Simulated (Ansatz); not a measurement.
# BCl₂HO (SMILES OB(Cl)Cl): functionals against CCSD(T) at one geometry

The task here is to estimate one member of a computed series from the others.

Computed with Ansatz 0.2.0, Gaussian basis. Level: single points in def2-TZVPP.

Correlated methods freeze the cores.

## Starting geometry

SMILES `OB(Cl)Cl`, 5 atoms, charge 0, spin multiplicity 1.

Atoms are counted from 1 here; the program's logs count them from 0.

Bond lengths: O1–B2 1.317 Å, O1–H5 0.978 Å, B2–Cl3 1.721 Å, B2–Cl4 1.733 Å. Angles: B2–O1–H5 118.3°, O1–B2–Cl3 117.8°, O1–B2–Cl4 123.7°, Cl3–B2–Cl4 118.5°.

Geometry (Å):

```
O     0.7376    0.6491    0.3792
B    -0.1502   -0.2705    0.0604
Cl   -0.3445   -1.6026    1.1323
Cl   -1.0909   -0.2359   -1.3948
H     0.8606    1.4057   -0.2282
```

The first run:

Contents of run/in.yaml:

```yaml
crystal:
  periodic: [false, false, false]
  atoms:
    - {symbol: O, position_ang: [0.737600, 0.649100, 0.379200]}
    - {symbol: B, position_ang: [-0.150200, -0.270500, 0.060400]}
    - {symbol: Cl, position_ang: [-0.344500, -1.602600, 1.132300]}
    - {symbol: Cl, position_ang: [-1.090900, -0.235900, -1.394800]}
    - {symbol: H, position_ang: [0.860600, 1.405700, -0.228200]}
basis:
  gaussian: {orbitals: def2-TZVPP}
correlation: {method: ccsd_t}
output: {forces: true}
```

No record of the launch command was kept for these runs.

Among the steps run: CCSD(T)/def2-TZVPP; PBE0-D4/def2-TZVPP; wB97M-V/def2-TZVPP; r2SCAN-D4/def2-TZVPP; PBE-D4/def2-TZVPP; B97M-V/def2-TZVPP; revPBE-D4/def2-TZVPP.

One of the session's tables, all rows but one given; the rest of the session is left out.

```
   method  RMS force component (eV/Å)  angle to CCSD(T) forces (°)  dipole (D)
  CCSD(T)                       0.765                    reference        1.97
  PBE0-D4                       0.655                          7.8        1.99
  wB97M-V                       0.697                          5.7        2.00
r2SCAN-D4                       0.683                          3.2        2.00
   PBE-D4                           ?                            ?           ?
   B97M-V                       0.666                         10.1        1.97
revPBE-D4                       0.806                         13.9        1.95
```

Estimate the missing values for PBE-D4.

**Answer.** RMS force component (eV/Å): 0.723; angle to CCSD(T) forces (°): 13.0; dipole (D): 1.95. In the column «RMS force component (eV/Å)» it lies between wB97M-V (0.697) and CCSD(T) (0.765).
